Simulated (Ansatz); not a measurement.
# CH₅AlBrN: one species, many methods

The task here is to estimate one member of a computed series from the others.

Program: Ansatz 0.2.0, Gaussian basis. Level of theory: functionals in def2-TZVPP, the program's frozen cores in correlated methods. These are calculated values, not measurements.

The runs, in order: LDA (SPW92), PBE-D4, revPBE-D4, BLYP-D4, r2SCAN-D4, B97M-V, PBE0-D4, B3LYP-D4, r2SCANh-D4, r2SCAN0-D4, HSE06-D4, BHLYP-D4, CAM-B3LYP-D4, LC-ωPBE, ωB97X-V, ωB97M-V, B2PLYP, PBE-QIDH; CCSD(T)/def2-SVP; CCSD(T)/def2-TZVPP; MP2/def2-QZVPP; extrapolation to the limit; RPA on PBE.

## The relaxed structure

The geometry comes from an earlier relaxation with PBE0-D4 in a triple-zeta def2 set; it is a stationary point, not always the lowest conformer.

SMILES `[CH3][Al]([NH2])[Br]`, 9 atoms, charge 0, spin multiplicity 1.

Atoms are counted from 1 here; the program's logs count them from 0.

Bond lengths: C1–Al2 1.937 Å, C1–H5 1.093 Å, C1–H6 1.093 Å, C1–H7 1.094 Å, Al2–N3 1.760 Å, Al2–Br4 2.268 Å, N3–H8 1.007 Å, N3–H9 1.007 Å. Angles: Al2–C1–H5 110.8°, Al2–C1–H6 112.0°, Al2–C1–H7 110.7°, H5–C1–H6 108.1°, H5–C1–H7 106.9°, H6–C1–H7 108.1°, C1–Al2–N3 123.9°, C1–Al2–Br4 120.6°, N3–Al2–Br4 115.5°, Al2–N3–H8 124.9°, Al2–N3–H9 124.5°, H8–N3–H9 110.6°.

Set-up of the first run:

The input, in.yaml:

```yaml
crystal:
  periodic: [false, false, false]
  atoms:
    - {symbol: C, position_ang: [-0.136753, 1.371926, -0.621491]}
    - {symbol: Al, position_ang: [-0.063871, -0.531744, -0.271551]}
    - {symbol: N, position_ang: [0.328771, -1.226429, 1.296867]}
    - {symbol: Br, position_ang: [-0.493157, -2.025998, -1.922576]}
    - {symbol: H, position_ang: [-1.118590, 1.658524, -1.008266]}
    - {symbol: H, position_ang: [0.060416, 1.961639, 0.277037]}
    - {symbol: H, position_ang: [0.598038, 1.654452, -1.380684]}
    - {symbol: H, position_ang: [0.542612, -0.694814, 2.124837]}
    - {symbol: H, position_ang: [0.371032, -2.213957, 1.488824]}
basis:
  gaussian: {orbitals: def2-TZVPP}
hamiltonian: {xc: lda}
output: {orbitals: {seedname: orbitals}}
```

Among the steps run: LDA; PBE-D4 (GGA); revPBE-D4 (GGA); BLYP-D4 (GGA); r2SCAN-D4 (meta-GGA); B97M-V (meta-GGA); PBE0-D4 (hybrid); B3LYP-D4 (hybrid); r2SCANh-D4 (hybrid); r2SCAN0-D4 (hybrid); HSE06-D4 (hybrid); BHLYP-D4 (hybrid); CAM-B3LYP-D4 (range-separated); LC-ωPBE-D4 (range-separated; the results give it without D4); ωB97X-V (range-separated); ωB97M-V (range-separated); B2PLYP (double hybrid); PBE-QIDH (double hybrid).

One of the session's tables, all rows but one given; the rest of the session is left out.

It belongs to the step «Orbital energies across the functionals». 

| functional | HOMO (eV) | gap (eV) |
| --- | --- | --- |
| LDA (SPW92) | ? | ? |
| PBE-D4 | -6.22 | 5.33 |
| revPBE-D4 | -6.15 | 5.37 |
| BLYP-D4 | -6.09 | 5.23 |
| r2SCAN-D4 | -6.52 | 6.09 |
| B97M-V | -6.54 | 5.84 |
| PBE0-D4 | -7.61 | 7.51 |
| B3LYP-D4 | -7.36 | 6.97 |
| r2SCANh-D4 | -7.04 | 6.86 |
| r2SCAN0-D4 | -7.83 | 8.01 |
| HSE06-D4 | -7.20 | 6.73 |
| BHLYP-D4 | -8.89 | 9.45 |
| CAM-B3LYP-D4 | -9.05 | 9.76 |
| LC-ωPBE | -10.50 | 12.45 |
| ωB97X-V | -10.09 | 11.82 |
| ωB97M-V | -9.98 | 11.33 |

**Question.** Estimate the row for LDA (SPW92).

**Answer.** HOMO (eV): -6.41; gap (eV): 5.32. In the column «HOMO (eV)» it lies between r2SCAN-D4 (-6.52) and PBE-D4 (-6.22).
